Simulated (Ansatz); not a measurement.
Input of an Ansatz 0.2.0 run:

Contents of input.yaml:

```yaml
crystal:
  lattice:
    - [2.41414, -8.12134, -8.0e-05]
    - [2.41414, 8.12134, -8.0e-05]
    - [-0.99593, 0.0, 4.72934]
  atoms:
    - { symbol: Hf, position: [0.0, 0.0, 0.0] }
    - { symbol: In, position: [0.66331, 0.33669, 0.0] }
    - { symbol: In, position: [0.16209, 0.83791, 0.5] }
    - { symbol: In, position: [0.33669, 0.66331, 0.0] }
    - { symbol: In, position: [0.83791, 0.16209, 0.5] }
    - { symbol: Si, position: [0.5, 0.5, 0.5] }
    - { symbol: O, position: [0.7303, 0.7303, 0.27048] }
    - { symbol: O, position: [0.2697, 0.2697, 0.72952] }
    - { symbol: O, position: [0.19567, 0.35702, 0.2761] }
    - { symbol: O, position: [0.64298, 0.80433, 0.7239] }
    - { symbol: O, position: [0.80433, 0.64298, 0.7239] }
    - { symbol: O, position: [0.35702, 0.19567, 0.2761] }
hamiltonian:
  xc: pbe
  pseudopotentials: { kind: paw }
kpoints:
  mp_grid: { grid: [6, 6, 6] }
scf:
  occupations: { method: fermi_dirac, width: 0.05 }
  n_extra_bands: 30
output:
  forces: true
  stress: true
  eigenvalues: true
  dos: { projected: true, de: 0.05, nscf_kmesh: { grid: [9, 9, 9] } }
```

Potentials or basis: Ansatz PAW.

Launch:

```sh
$ ansatz run input.yaml --threads 8 --pin off --max-ram 20480MiB --backend cpu --events-out ev --progress --plain --runs-dir out
```

Q: Predict the pressure.

A: 0.0 GPa.

Q: Estimate the density of states at the Fermi level.

A: 0.18 states/eV per cell.

Q: Estimate the band gap on the k mesh.

A: None (metal or under the smearing width).

States per cell in windows of 1 eV (zero at the Fermi level; states under -8 eV left out):
```tsv
from (eV)	total	O 2p	In 5p	Hf 5d	In 5s	O 2s	Si 3p
-8.0	1.75	0.76	0.21	0.11	0.55	0.03	0.05
-7.0	7.03	4.32	0.54	0.43	0.89	0.14	0.54
-6.0	5.05	3.32	0.46	0.21	0.61	0.11	0.16
-5.0	7.35	5.51	0.67	0.42	0.38	0.12	0.04
-4.0	6.99	5.46	0.63	0.21	0.41	0.06	0.03
-3.0	7.66	5.94	0.76	0.22	0.54	0.05	0.02
-2.0	4.11	2.45	0.77	0.05	0.72	0.04	0.01
-1.0	2.04	0.60	0.88	0.02	0.47	0.02	0.01
0.0	1.10	0.15	0.35	0.03	0.53	0.02	0.01
1.0	2.23	0.25	1.14	0.14	0.46	0.12	0.01
2.0	3.95	0.48	2.01	0.62	0.47	0.12	0.02
3.0	4.42	0.43	1.52	1.72	0.37	0.09	0.03
4.0	5.32	0.61	1.91	2.03	0.34	0.11	0.04
5.0	4.02	0.31	2.48	0.27	0.28	0.19	0.03
6.0	5.19	0.47	3.02	0.29	0.23	0.21	0.05
7.0	5.00	0.63	1.83	0.91	0.15	0.17	0.08
```

Caveat: the pressure holds a Pulay correction of +0.4 GPa for the finite cutoff; the density of states is complete only up to the lowest level of the last band computed. Spin-orbit coupling is left out, which matters for the levels of Hf.
